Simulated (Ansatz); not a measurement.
**Cl on Pt (111)**

Aim: for Pt, find where and how strongly Cl adsorbs.

Method: DFT PBE+D3(BJ), scalar-relativistic, plane waves, PAW, in Ansatz 0.2.0.

1 further run of the same task is left out (set aside as unsound or not needed).

## (1) The structure to begin with

Symmetry: P3m1, No. 156, trigonal system. The conventional cell has a = 2.778 Å, b = 2.778 Å, c = 23.805 Å, α = 90.00°, β = 90.00°, γ = 120.00°. Around Pt (site symmetry 3m) lie 9 Pt at 2.78 Å. Pt (site symmetry 3m) has 12 Pt at 2.77 to 2.78 Å as nearest neighbours. Pt (site symmetry 3m) is surrounded by 12 Pt at 2.77 to 2.80 Å. Around Pt (site symmetry 3m) lie 9 Pt at 2.78 to 2.80 Å.

Coordinates:

```
Pt
1.0
     5.55589    0.00000    0.00000
    -1.38897    2.40577    0.00000
     0.00000    0.00000   23.80455
Pt
8
Direct
  0.33333 0.33333 0.35707
  0.83333 0.33333 0.35707
  0.66667 0.66667 0.45236
  0.16667 0.66667 0.45236
  0.00000 0.00000 0.54700
  0.50000 0.00000 0.54700
  0.33333 0.33333 0.64337
  0.83333 0.33333 0.64337
```

Planes are indexed in the bulk's conventional cell (Fm-3m (No. 225)), a = 3.929 Å, b = 3.929 Å, c = 3.929 Å, α = 90.00°, β = 90.00°, γ = 90.00°.

It is a (111) slab, 6.8 Å thick as cut, with 17 Å of vacuum, in a 2×1 surface cell; its outer planes are Pt (top) and Pt (bottom). An earlier relaxation, lower half held, gave -100186.3739 eV, work function 5.70 eV.

## (2) Start: Cl, top (Pt)

input.yaml reads:

```yaml
crystal:
  lattice:
    - [5.5558884579, 0.0, 0.0]
    - [-1.3889721145, 2.4057702726, 0.0]
    - [0.0, 0.0, 25.8045458948]
  atoms:
    - { symbol: Pt, position: [0.3333333333, 0.3333333333, 0.329399325] }
    - { symbol: Pt, position: [0.8333333333, 0.3333333333, 0.329399325] }
    - { symbol: Pt, position: [0.6666666667, 0.6666666667, 0.4172978672] }
    - { symbol: Pt, position: [0.1666666667, 0.6666666667, 0.4172978672] }
    - { symbol: Pt, position: [2.522e-07, 2.522e-07, 0.5046027589] }
    - { symbol: Pt, position: [0.5000002522, 2.522e-07, 0.5046027589] }
    - { symbol: Pt, position: [0.3333335959, 0.3333335959, 0.5935039275] }
    - { symbol: Pt, position: [0.8333335959, 0.3333335959, 0.5935039275] }
    - { symbol: Cl, position: [0.3333335959, 0.3333335959, 0.6857357385] }
basis:
  ecutwfc: 420
kpoints:
  mp_grid: { grid: [6, 12, 1] }
hamiltonian:
  xc: pbe
  dispersion: d3bj
scf:
  occupations: { method: gaussian, width: 0.1 }
output:
  forces: true
  eigenvalues: true
  write_density: true
  write_potential: true
  elf: true
  volumetric_format: npy
relax:
  adjacent_minimum: "off"
  f_tol: 0.03
  max_steps: 70
  constraints: [{ sites: [0, 1, 2, 3] }]
efield:
  axis: 3
  dipole_correction: true
```

Run with:

```sh
> ansatz run input.yaml --threads 2 --pin off --max-ram 5120MiB --backend cpu --events-out ev --progress --plain --runs-dir out
```

Further runs follow: Cl put at a hollow (nearest Pt) site; Cl put at a bridge (Pt-Pt) site.

Before running it: what results should come out? Wanted: Cl: lowest end.

As calculated:

```
      quantity                                                           value
Cl: lowest end  E_ads -2.46 eV, from the top (Pt) start, 1 bonded, 2.30 Å high
```

**Reading.** Cl binds with 2.46 eV at best, a strong chemical bond when counted from the free atom, not from the element's molecule or solid; the ends span 0.33 eV. It raises the work function by 0.19 eV, as a dipole layer with its negative end outwards does. The slab runs have no spin polarisation, while the free adsorbate has its spin; a moment that survived on the surface would lower E_ads. A start on a symmetric site keeps its symmetry, so an end may be a saddle point and not a minimum. The runs treat Pt without spin-orbit coupling. Spin polarisation is off in the runs that give these values; a magnetic solution could lie lower.
